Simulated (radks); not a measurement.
**The series with 14 electrons, K⁵⁺ to Nb²⁷⁺**

An exercise on one series of results from a longer session: the logs are not shown, and one member is left open.

Program: radks (a radial shooting solver on a logarithmic mesh, Libxc functionals) version 1. Level of theory: scalar-relativistic Kohn-Sham, LDA (Slater exchange, Perdew-Wang correlation), spin-polarised, spherical densities, point nucleus; open shells are filled with parallel spins first. These are calculated values, not measurements, unless marked.

## The atom as given

* electrons: 14
* ions: K⁵⁺, Ca⁶⁺, Sc⁷⁺, Ti⁸⁺, V⁹⁺, Cr¹⁰⁺, Mn¹¹⁺, Fe¹²⁺, Co¹³⁺, Ni¹⁴⁺, Cu¹⁵⁺, Zn¹⁶⁺, Ga¹⁷⁺, Ge¹⁸⁺, As¹⁹⁺, Se²⁰⁺, Br²¹⁺, Kr²²⁺, Rb²³⁺, Sr²⁴⁺, Zr²⁶⁺, Nb²⁷⁺
* configuration: NIST ground configuration of each

Set-up of the first run:

The run's settings:

```text
Z 19
configuration [Ne] 3s2 3p2 4s0 3d0 4p0
relativity scalar-relativistic
functional lda,pw
spin polarised
nucleus point
c 137.035999084
```

Started as:

```sh
> python run_ks.py task.json out
```

This one command runs every case of the session in turn.

Steps of the session up to this table: K⁵⁺, [Ne] 3s2 3p2.

One table of the session follows, with a row left open; its other results are not shown here.

It belongs to the step «K⁵⁺, [Ne] 3s2 3p2». Radial moments (bohr):

| level | <r> | outermost maximum (interpolated) | 90 % within | nodes |
| --- | --- | --- | --- | --- |
| 3p up | 1.189 | 1.05 | 1.78 | 1 |
| 3p down | 1.200 | 1.05 | 1.80 | 1 |
| 3d up | ? | ? | ? | ? |
| 3d down | 1.283 | 1.04 | 2.02 | 0 |
| 4s up | 2.458 | 2.36 | 3.50 | 3 |
| 4s down | 2.503 | 2.40 | 3.56 | 3 |
| 4p up | 2.642 | 2.54 | 3.79 | 2 |
| 4p down | 2.695 | 2.59 | 3.87 | 2 |

Estimate the missing values for 3d up.

As computed: <r>: 1.263; outermost maximum (interpolated): 1.04; 90 % within: 1.97; nodes: 0. In the column «<r>» it lies between 3p down (1.200) and 3d down (1.283).
